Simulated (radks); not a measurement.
# Mn³⁺ in [Ne] 3s2 3p5 3d4 4f1: an all-electron calculation

Wanted: eigenvalues, radial structure and energy terms of the manganese ion Mn3+.

The numbers are computed with radks (a radial shooting solver on a logarithmic mesh, Libxc functionals) version 1 (non-relativistic Kohn-Sham, TASK exchange with Perdew-Wang LDA correlation, spin-polarised, spherical densities, point nucleus; open shells are filled with parallel spins first), except any that are marked as measured or tabulated.

**1. What is computed**

```
element       : manganese (Z = 25)
charge        : +3
electrons     : 22
configuration : [Ne] 3s2 3p5 3d4 4f1
```

The outer shells:

Mn³⁺
```
[Ne] core
3s [↑↓]
3p [↑↓][↑↓][↑ ]
3d [↑ ][↑ ][↑ ][↑ ][  ]
4f [↑ ][  ][  ][  ][  ][  ][  ]
```

**2. The calculation**

Settings of this run:

```text
Z 25
configuration [Ne] 3s2 3p5 3d4 4f1 4s0 4p0 4d0 5f0
relativity non-relativistic
functional task,pw
spin polarised
nucleus point
```

Launch:

```
$ python run_ks.py task.json out
```

This one command runs every case of the session in turn.

Q: Predict the outcome of this run.

The runs gave:

```
                        quantity                   value
                    total energy     -1145.31091 hartree
exchange-correlation share of it                  4.36 %
                            −T/E                  0.9989
          highest occupied level       4f up, -10.531 eV
    most extended occupied level  4f up, <r> = 4.70 bohr
 radius at density 0.001 e/bohr³               4.58 bohr
    maxima of the radial density                       4
```

**Reading.** 4 principal shells are occupied and 4 maxima appear in the radial density. −T/E = 0.9989, near the virial value of 1. This is not the tabulated ground configuration, so its levels and sizes aren't those of the ground state, and no measured value stands beside it.
